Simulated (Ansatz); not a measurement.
The system is CsLiCr2Te2S3.

```xyz
9
Lattice="7.0568 0.0000 0.0000 0.0000 3.9806 0.0000 -2.6733 0.0000 8.6817" Properties=species:S:1:pos:R:3 pbc="T T T"
Cs   -0.4619    0.0000    3.2735
Li    3.9900    1.9903    6.8484
Cr   -1.6370    0.0000    8.2143
Cr    1.5865    1.9903    8.4356
Te    3.1793    0.0000    1.3257
Te    1.9223    0.0000    6.5020
S     4.3382    0.0000    5.9471
S    -0.4797    1.9903    7.3275
S     6.6521    1.9903    0.4651
```

The cell was built by a generator and needn't be a form met in nature.

Base run:

- Program: Ansatz 0.2.0
- Functional: PBE
- Potentials or basis: Ansatz PAW
- Cutoff: 420 eV (not typed: the program's choice for these potentials)
- k mesh: 3 × 5 × 3
- Occupations: fermi-dirac, width 0.05 eV
- Spin: collinear spin, ferromagnetic start
- Starting moments: [0.0, 0.0, 3.0, 3.0, 0.0, 0.0, 0.0, 0.0, 0.0] μB

Its results: band gap on the k mesh 0.60 eV, indirect (least direct gap 0.77 eV); net moment 6.00 μB per cell; site moments Cs +0.00; Li +0.00; Cr +2.89, +2.69; Te -0.13, -0.04; S -0.03, -0.10, -0.05 μB.

Task: The run is repeated on the same cell with these changes: potentials or basis from Ansatz PAW to PseudoDojo standard (PBE files); cutoff from 420 eV (not typed: the program's choice for these potentials) to 1279 eV; k mesh from 3 × 5 × 3 to 4 × 7 × 3. What comes out?

Result: Band gap on the k mesh 0.44 eV, indirect (least direct gap 0.74 eV); net moment 6.00 μB per cell; site moments Cs +0.00; Li +0.00; Cr +2.94, +2.74; Te -0.15, -0.04; S -0.03, -0.12, -0.06 μB.

Caveats: odd divisions of the mesh miss points on the zone boundary, where band edges often lie, so the gap on the mesh can be too wide; spin-orbit coupling is left out, which moves the levels of the heavy elements; only a ferromagnetic start was run, and an antiferromagnetic order may lie lower in energy.

A k mesh can miss the band edges.
